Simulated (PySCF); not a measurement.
# C5H8ClNO: the cost of one run

Computed with PySCF 2.14.0, with density-fitted response routines of our own, on a single molecule in the gas phase. Atoms are numbered from 0 throughout.

## (1) Starting geometry

16 atoms, charge 0, multiplicity 1; geometry from: GFN2-xTB.

Bonds of the start (Å): O0–C1 1.21, C1–N2 1.35, N2–C3 1.44, C3–C4 1.53, C4–C5 1.53, C5–C6 1.52, C6–Cl7 1.78, C5–C1 1.54, N2–H8 1.01, C3–H9 1.10, C3–H10 1.09, C4–H11 1.09, C4–H12 1.09, C5–H13 1.10, C6–H14 1.09, C6–H15 1.09.

## (2) Ultraviolet spectrum: PBE0/def2-SVPD

What the job is given:

```
{"job": {"kind": "uv", "xc": "PBE0", "basis": "def2-SVPD", "nstates": 8, "ntriplets": 3}, "charge": 0, "multiplicity": 1}
O     -0.662514     1.353119    -1.963323
C     -0.035272     0.775629    -1.109458
N      1.207107     1.078715    -0.690251
C      1.744660     0.202312     0.323120
C      0.492110    -0.491302     0.872037
C     -0.494126    -0.444695    -0.297850
C     -1.951981    -0.315774     0.096585
Cl    -2.507175    -1.782073     0.948242
H      1.755114     1.804014    -1.122881
H      2.440132    -0.521802    -0.120303
H      2.278023     0.772259     1.086982
H      0.088824     0.076343     1.711525
H      0.694006    -1.505129     1.208605
H     -0.373434    -1.322945    -0.941164
H     -2.576193    -0.193217    -0.788222
H     -2.106880     0.523489     0.774946
```

With the program's defaults for keys left out, this is: TDDFT PBE0/def2-SVPD, vertical, gas phase, core orbitals frozen in the response.

The run is started by

```sh
$ OMP_NUM_THREADS=1 python probes_run.py task.json out
```

One launch serves the whole session: the jobs run in the order shown.

Q: Estimate the wall time and peak memory of this job on 1 thread of Arm Neoverse V1, shared host.

About 55 s, with a peak of 0.94 GiB.
